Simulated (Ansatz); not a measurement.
# TlPdCl3: the cost of one run

Method: DFT r2SCAN, scalar-relativistic, plane waves, PAW, in Ansatz 0.2.0.

1 further run of the same task is left out (set aside as unsound or not needed).

**1. The structure to begin with**

The structure is cubic, space group Pm-3m (No. 221). Conventional cell: a = 4.976 Å, b = 4.976 Å, c = 4.976 Å, α = 90.00°, β = 90.00°, γ = 90.00°. Tl (site symmetry m-3m) is surrounded by 12 Cl at 3.52 Å. Pd (site symmetry m-3m) is surrounded by 6 Cl at 2.49 Å. Cl (site symmetry 4/mmm) is surrounded by 2 Pd at 2.49 Å and 4 Tl at 3.52 Å.

As a file:

```cif
data_structure
_symmetry_space_group_name_H-M 'P 1'
_symmetry_Int_Tables_number 1
_cell_length_a 4.9761
_cell_length_b 4.9761
_cell_length_c 4.9761
_cell_angle_alpha 90.000
_cell_angle_beta 90.000
_cell_angle_gamma 90.000
_cell_volume 123.22
loop_
_atom_site_label
_atom_site_type_symbol
_atom_site_fract_x
_atom_site_fract_y
_atom_site_fract_z
_atom_site_occupancy
Tl1 Tl 0.50000 0.50000 0.50000 1
Pd1 Pd 0.00000 0.00000 0.00000 1
Cl1 Cl 0.50000 0.00000 0.00000 1
Cl2 Cl 0.00000 0.50000 0.00000 1
Cl3 Cl 0.00000 0.00000 0.50000 1
```

It is the end of an earlier relaxation with the same method, from a generated guess; it needn't be the stable form of this composition. At a tolerance of 0.05 Å it has space group Pm-3m (No. 221); it has 24.64 Å³/atom, an uncorrected energy of -0.72 eV/atom over the elements and, on its mesh, gap none (metal).

**2. The same geometry with r2SCAN**

input.yaml

```yaml
crystal:
  lattice:
    - [4.9761169154, 0.0, 0.0]
    - [0.0, 4.9761169154, 0.0]
    - [0.0, 0.0, 4.9761169154]
  atoms:
    - { symbol: Tl, position: [0.5, 0.5, 0.5] }
    - { symbol: Pd, position: [0.0, 0.0, 0.0] }
    - { symbol: Cl, position: [0.5, 0.0, 0.0] }
    - { symbol: Cl, position: [0.0, 0.5, 0.0] }
    - { symbol: Cl, position: [0.0, 0.0, 0.5] }
basis:
  ecutwfc: 500
kpoints:
  mp_grid: { grid: [8, 8, 8] }
  band_path:
    path:
      - [[0.0, 0.0, 0.0], [0.0, 0.5, 0.0], [0.5, 0.5, 0.0], [0.0, 0.0, 0.0], [0.5, 0.5, 0.5], [0.0, 0.5, 0.0]]
      - [[0.5, 0.5, 0.5], [0.5, 0.5, 0.0]]
    npoints: 14
hamiltonian:
  xc: r2scan
scf:
  occupations: { method: gaussian, width: 0.1 }
  n_extra_bands: 12
output:
  forces: true
  stress: true
  eigenvalues: true
  populations: true
  dos: { projected: true, de: 0.02, nscf_kmesh: { grid: [10, 10, 10] } }
  bader: true
  write_density: true
  write_potential: true
  elf: true
  volumetric_format: npy
```

Started as:

```bash
$ ansatz run input.yaml --threads 1 --pin off --max-ram 2048MiB --backend cpu --events-out ev --progress --plain --runs-dir out
```

What time and memory should one allow on 1 thread of Intel Xeon 6975P-C (Granite Rapids), shared host?

About 49 s, with a peak of 0.8 GiB.
